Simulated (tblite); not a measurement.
# C6H10O2Si: the cost of one run

The runs use tblite 0.8.0 and PySCF 2.14.0, with density-fitted response routines of our own; the level of theory stands in each step. All values are computed, except where a source is named. Atoms are numbered from 0 throughout.

### 1 The starting structure

19 atoms, charge 0, multiplicity 1; geometry from: force field or distance geometry start.

Bonds of the start (Å): C0–C1 1.50, C1–C2 1.50, C2–O3 1.45, O3–C4 1.34, C4–O5 1.21, C1–C6 1.35, C6–C7 1.42, C7–Si8 2.27, Si8–C6 1.72, C0–H9 1.10, C0–H10 1.09, C0–H11 1.10, C2–H12 1.11, C2–H13 1.09, C4–H14 1.11, C7–H15 1.07, C7–H16 1.08, Si8–H17 1.48, Si8–H18 1.48.

### 2 Relaxing the molecule with GFN2-xTB

The job: settings as JSON, then the geometry in Å.

```
{"job": {"kind": "relax", "xc": "GFN2-xTB", "basis": "xTB"}, "charge": 0, "multiplicity": 1}
C     -0.892000    -1.774500    -0.618900
C     -0.341800    -0.596100     0.137800
C     -1.369200     0.239000     0.852100
O     -2.137300     0.975700    -0.135300
C     -1.757700     2.251300    -0.315100
O     -0.868200     2.852300     0.251800
C      0.982300    -0.357200     0.190400
C      2.064000    -1.068700    -0.380700
Si     2.035000     0.815800     0.888500
H     -1.588500    -1.423500    -1.394200
H     -0.130300    -2.375100    -1.107300
H     -1.457300    -2.436300     0.058800
H     -2.082300    -0.410400     1.393300
H     -0.951900     0.902600     1.611300
H     -2.397800     2.706100    -1.100300
H      2.531400    -0.651500    -1.249900
H      2.688300    -1.667700     0.266000
H      2.831700     1.670500    -0.019600
H      2.831800     0.357100     2.052200
```

Command:

```sh
$ OMP_NUM_THREADS=1 python probes_run.py task.json out
```

One launch serves the whole session: the jobs run in the order shown.

**Question.** How long does this first job take on 1 thread of Arm Neoverse N1, shared host, and how much memory does it need?

About 1.6 s, with a peak of 0.18 GiB.
